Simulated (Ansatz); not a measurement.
# IrW3: the cost of one run

Program: Ansatz 0.2.0. Level of theory: DFT PBE, scalar-relativistic, plane waves, PAW. These are calculated values, not measurements.

## (1) The starting structure

It takes space group P4/mmm (No. 123, tetragonal). The conventional cell has a = 3.706 Å, b = 3.706 Å, c = 4.970 Å, α = 90.00°, β = 90.00°, γ = 90.00°. Ir (site symmetry 4/mmm) has 2 W at 2.48 Å as nearest neighbours. Around W (site symmetry 4mm) lie 1 W at 2.31 Å. W (site symmetry 4/mmm) is surrounded by 2 Ir at 2.48 Å.

As a file:

```
CELL_PARAMETERS angstrom
3.70579 0.00000 0.00000
0.00000 3.70579 0.00000
0.00000 0.00000 4.96971
ATOMIC_POSITIONS crystal
Ir 0.00000 0.00000 0.00000
W 0.50000 0.50000 0.23196
W 0.50000 0.50000 0.76804
W 0.00000 0.00000 0.50000
```

A structure generator made this guess: random cell by space group and Wyckoff sites (P4/mmm, No. 123). Lengths come from tabulated atomic sizes and are only a guess.

## (2) Probe: one point on a coarse mesh

Contents of input.yaml:

```yaml
crystal:
  lattice:
    - [3.70578805, 0.0, 0.0]
    - [0.0, 3.70578805, 0.0]
    - [0.0, 0.0, 4.9697122]
  atoms:
    - { symbol: Ir, position: [0.0, 0.0, 0.0] }
    - { symbol: W, position: [0.5, 0.5, 0.23195844] }
    - { symbol: W, position: [0.5, 0.5, 0.76804156] }
    - { symbol: W, position: [0.0, 0.0, 0.5] }
basis:
  ecutwfc: 420
kpoints:
  mp_grid: { grid: [6, 6, 4] }
hamiltonian:
  xc: pbe
scf:
  occupations: { method: gaussian, width: 0.1 }
  lower_state_search: "off"
output:
  forces: true
  stress: true
  eigenvalues: true
```

Command:

```sh
$ ansatz run input.yaml --threads 1 --pin off --max-ram 2560MiB --backend cpu --events-out ev --progress --plain --runs-dir out
```

What time and memory should one allow on 1 thread of Intel Xeon at 2.50GHz (Skylake/Cascade Lake), shared host?

About 7.6 s, with a peak of 0.38 GiB.
